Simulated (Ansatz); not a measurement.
# C₂H₆F₂OSi: one species, many methods

An exercise on one series of results from a longer session: the logs are not shown, and one member is left open.

Computed with Ansatz 0.2.0, Gaussian basis. Level: functionals in def2-TZVPP, the program's frozen cores in correlated methods.

Levels to be run: PBE-D4, r2SCAN-D4, PBE0-D4, B3LYP-D4, ωB97X-V, ωB97M-V, B2PLYP; CCSD(T)/def2-TZVPP; MP2/def2-QZVPP; extrapolation to the limit.

### The relaxed structure

All runs share one geometry, relaxed beforehand with PBE0-D4 in a triple-zeta def2 set.

SMILES `FCOC(F)[SiH3]`, 12 atoms, charge 0, spin multiplicity 1.

Atoms are counted from 1 here; the program's logs count them from 0.

Bond lengths: F1–C2 1.374 Å, C2–O3 1.383 Å, C2–H7 1.094 Å, C2–H8 1.090 Å, O3–C4 1.389 Å, C4–F5 1.392 Å, C4–Si6 1.911 Å, C4–H9 1.097 Å, Si6–H10 1.484 Å, Si6–H11 1.482 Å, Si6–H12 1.484 Å. Angles: F1–C2–O3 110.3°, F1–C2–H7 107.5°, F1–C2–H8 108.4°, O3–C2–H7 111.7°, O3–C2–H8 106.9°, H7–C2–H8 112.0°, C2–O3–C4 115.0°, O3–C4–F5 109.3°, O3–C4–Si6 108.5°, O3–C4–H9 110.6°, F5–C4–Si6 109.5°, F5–C4–H9 105.9°, Si6–C4–H9 113.0°, C4–Si6–H10 108.1°, C4–Si6–H11 108.6°, C4–Si6–H12 108.4°, H10–Si6–H11 110.7°, H10–Si6–H12 110.1° and more.

Set-up of the first run:

File in.yaml:

```yaml
crystal:
  periodic: [false, false, false]
  atoms:
    - {symbol: F, position_ang: [0.533708, -2.442324, 0.715343]}
    - {symbol: C, position_ang: [-0.569622, -1.661508, 0.962493]}
    - {symbol: O, position_ang: [-0.645423, -0.631390, 0.042106]}
    - {symbol: C, position_ang: [0.279544, 0.388788, 0.226655]}
    - {symbol: F, position_ang: [-0.099702, 1.161825, 1.320521]}
    - {symbol: Si, position_ang: [0.304594, 1.477465, -1.343984]}
    - {symbol: H, position_ang: [-0.481682, -1.283431, 1.985281]}
    - {symbol: H, position_ang: [-1.461329, -2.274125, 0.827857]}
    - {symbol: H, position_ang: [1.264344, -0.024460, 0.478259]}
    - {symbol: H, position_ang: [1.232945, 2.609601, -1.103837]}
    - {symbol: H, position_ang: [-1.069416, 1.971167, -1.598391]}
    - {symbol: H, position_ang: [0.789040, 0.653092, -2.478303]}
basis:
  gaussian: {orbitals: def2-TZVPP}
hamiltonian: {xc: pbe, dispersion: d4}
output: {forces: true, orbitals: {seedname: orbitals}}
```

On the command line:

```bash
> ansatz run in.yaml --threads 4 --pin off --events-out ev --progress --plain --max-ram 10444MiB
```

Among the steps run: PBE-D4 (GGA); r2SCAN-D4 (meta-GGA); PBE0-D4 (hybrid); B3LYP-D4 (hybrid); ωB97X-V (range-separated); ωB97M-V (range-separated); B2PLYP (double hybrid); CCSD(T) in def2-TZVPP; MP2 in def2-QZVPP.

One of the session's tables, all rows but one given; the rest of the session is left out.

```
            method  atomisation energy (kJ/mol)
            PBE-D4                       4418.1
         r2SCAN-D4                       4329.3
           PBE0-D4                       4310.3
          B3LYP-D4                            ?
           ωB97X-V                       4342.7
           ωB97M-V                       4332.9
            B2PLYP                       4266.7
     HF/def2-TZVPP                       3067.9
    MP2/def2-TZVPP                       4292.3
   CCSD/def2-TZVPP                       4136.5
CCSD(T)/def2-TZVPP                       4205.0
           MP2/CBS                       4408.7
       CCSD(T)/CBS                       4321.4
```

Q: Estimate the row for B3LYP-D4 from the others.

As computed: atomisation energy (kJ/mol): 4308.6. In the column «atomisation energy (kJ/mol)» it lies between MP2/def2-TZVPP (4292.3) and PBE0-D4 (4310.3).
